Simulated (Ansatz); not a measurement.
**Lithium, omega (AlB2-type) under PBEsol: ground state and equation of state**

The plan for lithium in the omega (AlB2-type) structure: relax it, solve it on a dense k-mesh, then scale the cell to 7 volumes from 88 to 112 % of the relaxed one and try a fit of the equation of state. Spin polarisation is left out. The k-meshes are 7×7×10 for the relaxation; 10×10×14 for the dense run; 8×8×12 for the volumes.

Method: DFT PBEsol, plane waves (420 eV) with PAW, scalar-relativistic; PAW files made under PBE, frozen cores solved again for the functional, in Ansatz 0.2.0.

### Step 1. The system as given

It takes space group P6/mmm (No. 191, hexagonal). The conventional cell has a = 4.961 Å, b = 4.961 Å, c = 3.041 Å, α = 90.00°, β = 90.00°, γ = 120.00°. Li (site symmetry 6/mmm) is surrounded by 14 Li at 3.04 to 3.24 Å. Li (site symmetry -6m2) has 11 Li at 2.86 to 3.24 Å as nearest neighbours.

Structure file:

```
CELL_PARAMETERS angstrom
4.96121 0.00000 0.00000
-2.48060 4.29653 0.00000
0.00000 0.00000 3.04122
ATOMIC_POSITIONS crystal
Li 0.00000 0.00000 0.00000
Li 0.33333 0.66667 0.50000
Li 0.66667 0.33333 0.50000
```

### Step 2. Relaxation of the cell

The input, input.yaml:

```yaml
crystal:
  lattice:
    - [4.9612054717, 0.0, 0.0]
    - [-2.4806027358, 4.2965299719, 0.0]
    - [0.0, 0.0, 3.0412189541]
  atoms:
    - { symbol: Li, position: [0.0, 0.0, 0.0] }
    - { symbol: Li, position: [0.3333333333, 0.6666666667, 0.5] }
    - { symbol: Li, position: [0.6666666667, 0.3333333333, 0.5] }
hamiltonian:
  xc: pbesol
  pseudopotentials:
    kind: paw
    azcp:
      Li: "pseudopotentials/Li.paw.azcp"
basis:
  ecutwfc: 420
  fft_grid_basis: typed
kpoints:
  mp_grid: { grid: [7, 7, 10], shift: [0, 0, 0] }
magnetization:
  spin_polarized: false
scf:
  occupations: { method: fermi_dirac, width: 0.1 }
relax:
  max_steps: 60
  f_tol: 0.01
  cell: {}
```

Run with:

```sh
> ansatz run input.yaml --threads 2 --pin off --max-ram 5120MiB --backend cpu --events-out ev --progress --plain --runs-dir out
```

The runs that follow: Single point on a dense mesh; Equation of state: 88 %; Equation of state: 92 %; Equation of state: 96 %; Equation of state: 100 %; Equation of state: 104 %; Equation of state: 108 %; Equation of state: 112 %.

What does the calculation give? Wanted: space group; conventional cell; volume; shortest distance; gap on the mesh; relative to bcc; V₀, B₀, B₀′.

The runs gave:

| quantity | value |
| --- | --- |
| space group (spins left aside) | P6/mmm (No. 191) |
| conventional cell | a = 4.929 Å, c = 2.884 Å (c/a = 0.585) |
| volume | 20.227 Å³/atom |
| shortest distance | 2.846 Å |
| gap on the mesh | none (levels filled in part) |
| relative to bcc | +11 meV/atom |
| V₀, B₀, B₀′ | 20.244 Å³/atom, 13.5 GPa, 3.3 |

From the guessed start the volume shrank by 6.4 % in 5 steps. It lies 11 meV/atom above the element's reference form at the same level (bcc, from a run of its own). No gap shows: it is a metal or semimetal at this level. The fitted modulus is 13.5 GPa, a soft solid; letting shape and positions relax at each volume could only lower it. Relaxation kept the symmetry; phonons were not checked.
